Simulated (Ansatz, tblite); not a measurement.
# B9P9 wurtzite hole sphere (B9P9H24): rung by rung

One table from this session's results is given with a row withheld; the runs are named, their logs left out.

Computed with Ansatz 0.2.0, Gaussian basis. Level: as each input shows.

Plan: GFN1-xTB, GFN2-xTB, PBE-D4/def2-TZVP, r2SCAN-D4/def2-TZVP, PBE+5HF/def2-SVP, PBE+10HF/def2-SVP, PBE+15HF/def2-SVP, PBE+35HF/def2-SVP, PBE+50HF/def2-SVP, PBE-D4/def2-SVP, PBE0-D4/def2-SVP.

1 further run of the same task is left out (set aside as unsound or not needed). Runs told in other sessions of the task aren't counted.

**The geometry**

The geometry is that of the singlet, from an earlier relaxation (PBE-D4/def2-SVP).

42 atoms, charge 0, spin multiplicity 1.

Bond lengths: B1–P2 1.964 Å, B1–P3 1.959 Å, B1–H19 1.223 Å, B1–H20 1.223 Å, P2–B5 1.954 Å, P2–H21 1.429 Å, P2–H22 1.429 Å, P3–B4 1.959 Å, P3–B11 1.959 Å, P3–H23 1.430 Å, B4–P6 1.989 Å, B4–P7 1.959 Å, B4–H24 1.222 Å, B5–P6 1.966 Å, B5–P12 1.966 Å, B5–H25 1.220 Å, P6–B9 1.966 Å, P6–H26 1.430 Å and more. Angles: P2–B1–P3 104.2°, P2–B1–H19 108.5°, P2–B1–H20 108.5°, P3–B1–H19 110.2°, P3–B1–H20 110.1°, H19–B1–H20 114.8°, B1–P2–B5 115.8°, B1–P2–H21 112.5°, B1–P2–H22 112.5°, B5–P2–H21 107.7°, B5–P2–H22 107.7°, H21–P2–H22 99.2°, B1–P3–B4 112.0°, B1–P3–B11 111.9°, B1–P3–H23 107.5°, B4–P3–B11 111.0°, B4–P3–H23 107.0°, B11–P3–H23 107.0° and more.

PBE0-D4/def2-TZVP was run before; its log isn't repeated, and its numbers join the tables.

Set-up of the first run:

Tight binding, by tblite at 300 K electronic temperature and without a spin-polarisation term:

```python
tblite.interface.Calculator('GFN1-xTB', numbers, positions, charge=0, uhf=0).singlepoint()
```

Tight binding, by tblite at 300 K electronic temperature and without a spin-polarisation term:

```python
tblite.interface.Calculator('GFN2-xTB', numbers, positions, charge=0, uhf=0).singlepoint()
```

start.molden holds the orbitals of an earlier run on this state, given as this run's starting guess.

File in.yaml:

```yaml
crystal:
  periodic: [false, false, false]
  atoms:
    - {symbol: B, position_ang: [-0.000179, -3.751215, -1.035672]}
    - {symbol: P, position_ang: [-0.003227, -3.650898, 0.925652]}
    - {symbol: P, position_ang: [-0.000513, -1.878626, -1.612580]}
    - {symbol: B, position_ang: [-1.614446, -0.932259, -1.032025]}
    - {symbol: B, position_ang: [-0.000872, -1.850885, 1.685907]}
    - {symbol: P, position_ang: [-1.557750, -0.897670, 0.956215]}
    - {symbol: P, position_ang: [-1.625404, 0.937945, -1.614594]}
    - {symbol: B, position_ang: [-3.247496, 1.874853, -1.039793]}
    - {symbol: B, position_ang: [-1.603481, 0.927935, 1.684117]}
    - {symbol: P, position_ang: [-3.160723, 1.828870, 0.921701]}
    - {symbol: B, position_ang: [1.613984, -0.933362, -1.031983]}
    - {symbol: P, position_ang: [1.557067, -0.899392, 0.956238]}
    - {symbol: P, position_ang: [1.626066, 0.936823, -1.614669]}
    - {symbol: B, position_ang: [0.000682, 1.863010, -1.033621]}
    - {symbol: B, position_ang: [1.604717, 0.926240, 1.684011]}
    - {symbol: P, position_ang: [0.001036, 1.798716, 0.954734]}
    - {symbol: B, position_ang: [3.248108, 1.873938, -1.040127]}
    - {symbol: P, position_ang: [3.163293, 1.824759, 0.921384]}
    - {symbol: H, position_ang: [-1.029443, -4.304071, -1.398086]}
    - {symbol: H, position_ang: [1.031750, -4.301566, -1.394425]}
    - {symbol: H, position_ang: [-1.094833, -4.366509, 1.507619]}
    - {symbol: H, position_ang: [1.082501, -4.372369, 1.511339]}
    - {symbol: H, position_ang: [-0.000532, -1.868209, -3.042068]}
    - {symbol: H, position_ang: [-2.622472, -1.513982, -1.404101]}
    - {symbol: H, position_ang: [-0.000942, -1.843527, 2.905576]}
    - {symbol: H, position_ang: [-2.719408, -1.567600, 1.453597]}
    - {symbol: H, position_ang: [-1.614934, 0.931450, -3.044071]}
    - {symbol: H, position_ang: [-4.240116, 1.256685, -1.398996]}
    - {symbol: H, position_ang: [-3.210727, 3.042375, -1.403028]}
    - {symbol: H, position_ang: [-1.597980, 0.925294, 2.903790]}
    - {symbol: H, position_ang: [-4.328563, 1.248938, 1.506670]}
    - {symbol: H, position_ang: [-3.236161, 3.132403, 1.502650]}
    - {symbol: H, position_ang: [2.621558, -1.515808, -1.404149]}
    - {symbol: H, position_ang: [2.718142, -1.570324, 1.453602]}
    - {symbol: H, position_ang: [1.615452, 0.930032, -3.044145]}
    - {symbol: H, position_ang: [0.001157, 3.026456, -1.406944]}
    - {symbol: H, position_ang: [1.599376, 0.923819, 2.903687]}
    - {symbol: H, position_ang: [0.001679, 3.140217, 1.450732]}
    - {symbol: H, position_ang: [4.241183, 1.257845, -1.401559]}
    - {symbol: H, position_ang: [3.209269, 3.042092, -1.401175]}
    - {symbol: H, position_ang: [4.330110, 1.240510, 1.504104]}
    - {symbol: H, position_ang: [3.243064, 3.127070, 1.504474]}
basis:
  gaussian: {orbitals: def2-TZVP, fitting: {mean_field: def2-universal-jkfit}, initial_orbitals: start.molden}
hamiltonian: {xc: pbe, dispersion: d4}
scf: {omitted_lower_state_checks: [starts]}
output: {orbitals: {seedname: orbitals}}
```

Command:

```console
$ ansatz run in.yaml --threads 2 --pin off --events-out ev --progress --plain --max-ram 22528MiB --backend cuda --devices 0, --max-vram 18GiB
```

Steps of the session up to this table: PBE-D4/def2-TZVP; r2SCAN-D4/def2-TZVP; PBE+5HF/def2-SVP; PBE+10HF/def2-SVP; PBE+15HF/def2-SVP; PBE+35HF/def2-SVP; PBE+50HF/def2-SVP; PBE-D4/def2-SVP; PBE0-D4/def2-SVP.

One of the session's tables, all rows but one given; the rest of the session is left out.

It belongs to the step «Binding energy». 

| level | binding an atom (eV) |
| --- | --- |
| PBE-D4/def2-SVP | ? |
| PBE-D4/def2-TZVP | 3.634 |
| r2SCAN-D4/def2-TZVP | 3.585 |
| PBE0-D4/def2-SVP | 3.625 |
| PBE0-D4/def2-TZVP | 3.606 |

Estimate the missing values for PBE-D4/def2-SVP.

**Answer.** binding an atom (eV): 3.650. In the column «binding an atom (eV)» it is the highest.

Caveats from the session: Free atoms were run apart at each level; binding is atoms less cluster, divided by the number of atoms, without zero-point or spin-orbit terms.
